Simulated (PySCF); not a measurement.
# CH₈BOPSi: magnetic properties

Computed with PySCF 2.14.0 and routines of our own; the level stands in each step. Atoms count from 0.

## 1. The system as given

13 atoms, charge 0, multiplicity 1; geometry from: GFN2-xTB.

## 2. Optimising the geometry at PBE0-D3(BJ)/def2-SVP

What the job is given:

```
{"job": {"xc": "PBE0", "basis": "def2-SVP", "d3": "d3bj", "grid": 1, "kind": "geom"}, "charge": 0, "multiplicity": 1}
B     -2.701718     0.233794    -0.206530
P     -1.493550    -0.506590    -1.363172
Si     0.385582    -0.883504    -0.251531
O      0.943980     0.623406    -0.092870
C      2.128040     1.051875     0.507349
H     -3.782537    -0.201624    -0.107711
H     -2.415207     1.233806     0.328961
H     -1.917184    -1.812309    -1.498801
H      1.262221    -1.716437    -1.083824
H      0.263398    -1.542632     1.060084
H      2.126410     0.818661     1.574125
H      2.993840     0.570774     0.047796
H      2.202336     2.131266     0.375150
```

On the command line:

```sh
OMP_NUM_THREADS=1 python excited_run.py task.json out
```

This one command runs all jobs of the session in turn.

**Question.** How long does this first job take on 1 thread of AMD EPYC 9R45, shared host, and how much memory does it need?

About 27 s, with a peak of 0.54 GiB.
